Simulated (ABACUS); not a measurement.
Set up this calculation in ABACUS 3.10.1, as the native input.

| Item | Value |
| --- | --- |
| Task | single point |
| Functional | PBEsol |
| Potentials or basis | SG15 ONCV 1.2 PBE |
| Cutoff | 1361 eV |
| Density cutoff | 5442 eV |
| Basis | DZP LCAO (the cutoffs set its grid) |
| k mesh | 10 × 10 × 1 |
| Occupations | fermi-dirac, width 0.05 eV |
| Spin | no spin polarisation |
| Radial cutoff of the potentials (pseudo_rcut) | 7 bohr |
| Orbital files | Au Au_confined-atom_7au_3s2p2d1f.orb, Ag Ag_confined-atom_7au_3s2p2d1f.orb |
| SCF threshold on the density | 1e-06 |
| Max SCF steps | 100 |
| Eigensolver | genelpa |
| Mixing | broyden |
| Mixing share | 0.3 |
| Symmetry key | 1 |
| Bands | 58 |
| Mixing history | 12 |
| Dipole correction | yes |

The system is Ag2Au3, a slab with vacuum.

```
Au Ag
1.0
     2.93517    0.00000    0.00000
    -1.46758    2.54193    0.00000
     0.00000    0.00000   24.39381
Au Ag
3 2
Direct
  0.66667 0.33333 0.30746
  0.66667 0.33333 0.50000
  0.66667 0.33333 0.69254
  0.00000 0.00000 0.40373
  0.00000 0.00000 0.59627
```

The input as run:

INPUT

```
INPUT_PARAMETERS
suffix              Ag2Au3
calculation         scf
basis_type          lcao
pseudo_dir          ./
orbital_dir         ./
symmetry            1
dft_functional      pbesol
ecutwfc             100
pseudo_rcut         7
nspin               1
nbands              58
ks_solver           genelpa
smearing_method     fd
smearing_sigma      0.00367493
scf_thr             1e-06
scf_nmax            100
mixing_type         broyden
mixing_beta         0.3
cal_force           1
out_mul             1
mixing_ndim         12
efield_flag         1
dip_cor_flag        1
efield_dir          2
efield_pos_max      0.97
efield_pos_dec      0.06
efield_amp          0
```

STRU

```
ATOMIC_SPECIES
Au 196.9666 Au_ONCV_PBE-1.2.upf
Ag 107.8682 Ag_ONCV_PBE-1.2.upf

NUMERICAL_ORBITAL
Au_confined-atom_7au_3s2p2d1f.orb
Ag_confined-atom_7au_3s2p2d1f.orb

LATTICE_CONSTANT
1.8897261246

LATTICE_VECTORS
2.9351665953 0.0000000000 0.0000000000
-1.4675832976 2.5419288359 0.0000000000
0.0000000000 0.0000000000 24.3938101000

ATOMIC_POSITIONS
Direct

Au
0.0
3
0.6666666700 0.3333333400 0.3074550457 1 1 1
0.6666666700 0.3333333400 0.5000000000 1 1 1
0.6666666700 0.3333333400 0.6925449543 1 1 1

Ag
0.0
2
0.0000000000 0.0000000000 0.4037275229 1 1 1
0.0000000000 0.0000000000 0.5962724771 1 1 1
```

KPT

```
K_POINTS
0
Gamma
10 10 1 0 0 0
```

Potentials or basis: SG15 ONCV 1.2 PBE, DZP LCAO (the cutoffs set its grid).

Run with:

```sh
$ OMP_NUM_THREADS=1 mpirun -np 4 abacus > log
```

It gave:

| Quantity | Value |
| --- | --- |
| Largest force | 0.107 eV/Å |
| Band gap on the k mesh | none (metal or under the smearing width) |
| Mulliken charges | Au -0.02, -0.05; Ag +0.05 e |

Caveat: the atomic orbitals were generated for these runs and aren't a published set; Mulliken charges move with the basis; the potentials were made for another functional, which shifts forces and pressure; the basis of atomic orbitals isn't converged, which shifts pressures, moduli and gaps.

Wall time 75 s on 4 MPI ranks on Intel(R) Xeon(R) Platinum 8259CL CPU @ 2.50GHz (Skylake/Cascade Lake), with other jobs on the host, peak memory 0.76 GiB a rank.
